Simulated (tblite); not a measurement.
# LaLuAs2 with GFN2-xTB from a Python script

These are simulated results from tblite 0.8.0, not measurements. The cell was built from a prototype and was relaxed with r2SCAN in plane waves (Ansatz 0.2.0). It may be hypothetical. All runs are without spin polarisation.

The symmetry is P4/mmm (No. 123, tetragonal); a = 4.223 Å, c = 5.952 Å in the conventional setting, 26.54 Å³ an atom. Around La lie 6 As at 2.98–2.99 Å; around As lie 2 La at 2.98 Å and 4 Lu at 2.99 Å; around Lu lie 6 As at 2.98–2.99 Å; around As lie 2 Lu at 2.98 Å and 4 La at 2.99 Å.

tblite solves periodic systems at the zone centre alone, so the script builds a cluster of 2×2×2 conventional cells (32 atoms), which folds in a coarse mesh of k points.

run.py reads:

```python
import json
from ase import Atoms
from ase.build import make_supercell
from ase.units import Bohr, GPa, Hartree
from tblite.interface import Calculator

atoms = Atoms(['La', 'As', 'Lu', 'As'],
              cell=[[4.22326, -0.0, 0.0], [-0.0, 4.22326, 0.0], [0.0, 0.0, 5.952105]],
              scaled_positions=[[-0.0, -0.0, 0.0], [0.0, -0.0, 0.5], [0.5, 0.5, 0.5], [0.5, 0.5, 0.0]],
              pbc=True)
cluster = make_supercell(atoms, [[2, 0, 0], [0, 2, 0], [0, 0, 2]])
calc = Calculator('GFN2-xTB', cluster.numbers, cluster.positions / Bohr, lattice=cluster.cell[:] / Bohr, periodic=cluster.pbc)
calc.set('temperature', 0.02 / Hartree)
calc.set('max-iter', 150)
res = calc.singlepoint()
levels = res.get('orbital-energies') * Hartree
nv = round(res.get('orbital-occupations').sum() / 2)
cells = len(cluster) // len(atoms)
out = {'energy_per_cell': res.get('energy') * Hartree / cells, 'homo': levels[nv - 1], 'lumo': levels[nv],
       'stress': (-res.get('virial') * Hartree / cluster.get_volume() / GPa).tolist(), 'charges': res.get('charges')[:len(atoms)].tolist(), 'electrons': 2 * nv / cells}
json.dump(out, open('results.json', 'w'))
for key, value in out.items():
    print(key, value)
```

Command: `python run.py`. It took 5.7 s on 1 thread of Arm Neoverse V1 (shared host), peak memory 0.1 GiB.

Output:

```
------------------------------------------------------------
  cycle        total energy    energy error   density error
------------------------------------------------------------
      1     -54.28559400913  -5.4417761E+01   6.9177908E-01
      2     -17.80142469678   3.6484169E+01   9.3925932E-01
      3     -12.83346667135   4.9679580E+00   1.3325687E+00
      4     -41.55965108647  -2.8726184E+01   1.0738994E+00
      5     -52.82085004174  -1.1261199E+01   7.6955118E-01
      6      40.93247785468   9.3753328E+01   1.4272745E+00
      7      25.86820798153  -1.5064270E+01   1.2779314E+00
      8     -7.874668677492  -3.3742877E+01   1.1259976E+00
      9     -29.25036476734  -2.1375696E+01   9.2728649E-01
     10     -34.64030893041  -5.3899442E+00   9.3699745E-01
     11     -25.66302386550   8.9772851E+00   1.0476114E+00
     12     -36.86319425739  -1.1200170E+01   8.5107687E-01
     13     -29.31907882735   7.5441154E+00   8.1330502E-01
     14     -37.34305854066  -8.0239797E+00   7.6498849E-01
     15     -19.04062277539   1.8302436E+01   8.6599427E-01
     16     -19.41456325678  -3.7394048E-01   8.5232562E-01
     17     -18.10609330013   1.3084700E+00   9.0765858E-01
     18     -16.84953393026   1.2565594E+00   9.1984711E-01
     19     -23.66244953868  -6.8129156E+00   8.2895831E-01
     20     -29.78334414370  -6.1208946E+00   8.1996910E-01
     21     -29.48113426417   3.0220988E-01   8.2144176E-01
     22     -36.30813979541  -6.8270055E+00   7.7244092E-01
     23     -35.52991622316   7.7822357E-01   7.8735711E-01
     24     -35.61813619308  -8.8219970E-02   7.7594274E-01
     25     -36.71927675887  -1.1011406E+00   7.6180736E-01
     26     -37.04740166434  -3.2812491E-01   7.5866014E-01
     27     -42.42745412636  -5.3800525E+00   6.9326929E-01
     28     -44.05686900717  -1.6294149E+00   6.7236763E-01
     29     -41.61063769403   2.4462313E+00   6.5331638E-01
     30     -50.75054022139  -9.1399025E+00   5.2521321E-01
     31     -50.59466312188   1.5587710E-01   5.2227661E-01
     32     -52.37490398824  -1.7802409E+00   4.6968623E-01
     33     -52.70912956747  -3.3422558E-01   4.5968611E-01
     34     -51.63337913212   1.0757504E+00   5.0595425E-01
     35     -51.22463634525   4.0874279E-01   5.1603779E-01
     36     -50.11831725870   1.1063191E+00   5.3631684E-01
     37     -50.14494937885  -2.6632120E-02   5.3797198E-01
     38     -50.13018049054   1.4768888E-02   5.3454432E-01
     39     -49.73407443361   3.9610606E-01   5.3867760E-01
     40     -50.17000364394  -4.3592921E-01   5.4139834E-01
     41     -50.35103234986  -1.8102871E-01   5.4129483E-01
     42     -50.47957083196  -1.2853848E-01   5.3869692E-01
     43     -50.42792841067   5.1642421E-02   5.4152225E-01
     44     -50.50205334737  -7.4124937E-02   5.4045902E-01
     45     -50.72826136711  -2.2620802E-01   5.1686056E-01
     46     -52.41836440856  -1.6901030E+00   4.5629555E-01
     47     -53.27366356174  -8.5529915E-01   4.1997243E-01
     48     -53.55072606478  -2.7706250E-01   4.0641958E-01
     49     -53.11105115386   4.3967491E-01   4.1801937E-01
     50     -53.44797355189  -3.3692240E-01   4.0610112E-01
[... 5 lines left out ...]
     56     -52.21878999033  -4.2391448E-02   4.4874761E-01
     57     -52.19063520918   2.8154781E-02   4.4981150E-01
     58     -52.12372728480   6.6907924E-02   4.5086844E-01
     59     -52.00269246828   1.2103482E-01   4.4524668E-01
     60     -51.78671678656   2.1597568E-01   4.4289625E-01
     61     -51.89344219812  -1.0672541E-01   4.4105010E-01
     62     -48.81203523677   3.0814070E+00   4.6359686E-01
     63     -49.00066479461  -1.8862956E-01   4.6255943E-01
     64     -49.01600569439  -1.5340900E-02   4.6330264E-01
     65     -49.32049879524  -3.0449310E-01   4.5583164E-01
     66     -48.94232314522   3.7817565E-01   4.6772399E-01
     67     -48.61794357727   3.2437957E-01   4.7474794E-01
     68     -46.57790487590   2.0400387E+00   5.2935070E-01
     69     -45.32088414423   1.2570207E+00   5.5372309E-01
     70     -44.87920015591   4.4168399E-01   5.6850798E-01
     71     -45.02586541377  -1.4666526E-01   5.6659795E-01
     72     -44.55974462184   4.6612079E-01   5.8052843E-01
     73     -46.50360924143  -1.9438646E+00   5.5508208E-01
     74     -44.93668640925   1.5669228E+00   5.8413912E-01
     75     -42.50667725532   2.4300092E+00   6.2015486E-01
     76     -42.57256408180  -6.5886826E-02   6.1945963E-01
     77     -37.99209722344   4.5804669E+00   6.8441315E-01
     78     -37.14255422869   8.4954299E-01   7.0749315E-01
     79     -37.12881688128   1.3737347E-02   6.9688007E-01
     80     -36.03478707381   1.0940298E+00   7.1431461E-01
     81     -36.06034884578  -2.5561772E-02   7.1713640E-01
     82     -36.18312391196  -1.2277507E-01   7.1046184E-01
     83     -37.38739410214  -1.2042702E+00   6.8165737E-01
     84     -37.87738397510  -4.8998987E-01   6.6674041E-01
     85     -37.87792731929  -5.4334419E-04   6.6677361E-01
     86     -38.70412298168  -8.2619566E-01   6.3295982E-01
     87     -40.04024252302  -1.3361195E+00   6.0299814E-01
     88     -40.25033651452  -2.1009399E-01   5.9205470E-01
     89     -40.19736008893   5.2976426E-02   5.9327651E-01
     90     -41.70561014941  -1.5082501E+00   5.7385899E-01
     91     -43.54043099437  -1.8348208E+00   5.4481800E-01
     92     -43.96369427446  -4.2326328E-01   5.4024301E-01
     93     -48.34942257153  -4.3857283E+00   5.0448576E-01
     94     -50.18975749931  -1.8403349E+00   4.5740873E-01
     95     -49.81885224945   3.7090525E-01   4.6742148E-01
     96     -50.82878487086  -1.0099326E+00   4.4462735E-01
     97     -53.37399695521  -2.5452121E+00   3.6367108E-01
     98     -53.88146003680  -5.0746308E-01   3.4655408E-01
     99     -53.97688863281  -9.5428596E-02   3.4325226E-01
    100     -53.57130270836   4.0558592E-01   3.6068025E-01
    101     -54.58798597547  -1.0166833E+00   3.2716053E-01
    102     -54.96763190423  -3.7964593E-01   3.1177616E-01
    103     -54.91403680563   5.3595099E-02   3.1529449E-01
    104     -54.88203946855   3.1997337E-02   3.1772223E-01
    105     -55.59529307756  -7.1325361E-01   2.8180339E-01
    106     -55.61391873482  -1.8625657E-02   2.8078273E-01
    107     -55.89623687648  -2.8231814E-01   2.6435194E-01
    108     -55.93978638045  -4.3549504E-02   2.5795846E-01
    109     -55.87008037352   6.9706007E-02   2.5956500E-01
    110     -55.36549964975   5.0458072E-01   2.8175946E-01
    111     -55.24874780614   1.1675184E-01   2.8948575E-01
    112     -55.40136967388  -1.5262187E-01   2.7962826E-01
    113     -55.38111980476   2.0249869E-02   2.8069987E-01
    114     -55.36246759248   1.8652212E-02   2.8186081E-01
    115     -55.44966371225  -8.7196120E-02   2.7806769E-01
    116     -55.48749045067  -3.7826738E-02   2.6867453E-01
    117     -55.63997326926  -1.5248282E-01   2.6994224E-01
    118     -55.48672006700   1.5325320E-01   2.7566602E-01
    119     -55.52971123364  -4.2991167E-02   2.7014104E-01
    120     -55.51174694877   1.7964285E-02   2.7174577E-01
    121     -55.24003963674   2.7170731E-01   2.7793996E-01
    122     -55.26471589328  -2.4676257E-02   2.7710042E-01
    123     -55.29576249040  -3.1046597E-02   2.7523682E-01
    124     -55.00046375810   2.9529873E-01   2.8919676E-01
    125     -55.67404113039  -6.7357737E-01   2.5560511E-01
    126     -55.78054039546  -1.0649927E-01   2.5099185E-01
    127     -55.86086576844  -8.0325373E-02   2.5125795E-01
    128     -55.90208266977  -4.1216901E-02   2.4241536E-01
    129     -55.91818957067  -1.6106901E-02   2.4190613E-01
    130     -55.86723715296   5.0952418E-02   2.4768617E-01
    131     -55.91292797083  -4.5690818E-02   2.3749042E-01
    132     -55.88110801302   3.1819958E-02   2.3850414E-01
    133     -55.94412391467  -6.3015902E-02   2.3278689E-01
    134     -55.73947576142   2.0464815E-01   2.3837136E-01
    135     -55.53068354406   2.0879222E-01   2.4739786E-01
    136     -55.77052368544  -2.3984014E-01   2.3006909E-01
    137     -55.65318532542   1.1733836E-01   2.3403505E-01
    138     -55.53618206515   1.1700326E-01   2.3704273E-01
    139     -55.63015070268  -9.3968638E-02   2.2540126E-01
    140     -55.62678878477   3.3619179E-03   2.2565484E-01
    141     -55.60118545305   2.5603332E-02   2.2685269E-01
    142     -55.41230840919   1.8887704E-01   2.3720460E-01
    143     -55.59426205315  -1.8195364E-01   2.2851553E-01
    144     -55.51243084187   8.1831211E-02   2.3170790E-01
    145     -55.74196019859  -2.2952936E-01   2.2006992E-01
    146     -55.93224943136  -1.9028923E-01   2.0745383E-01
    147     -55.82314386170   1.0910557E-01   2.1283582E-01
    148     -56.00380932703  -1.8066547E-01   2.0311699E-01
    149     -56.14786826828  -1.4405894E-01   1.9616587E-01
    150     -56.16947522851  -2.1606960E-02   1.9394790E-01
------------------------------------------------------------

 total:                                   4.950 sec
tblite.exceptions.TBLiteRuntimeError: SCF not converged in 150 cycles
```

The self-consistent cycle didn't converge within its limit, so this run gives no property of the crystal.

xTB was fitted mostly to molecules, and a small cluster samples few k points, so gaps, pressures and kinks along a curve can be far from a solid's.

The runs are scalar-relativistic, without spin-orbit coupling.
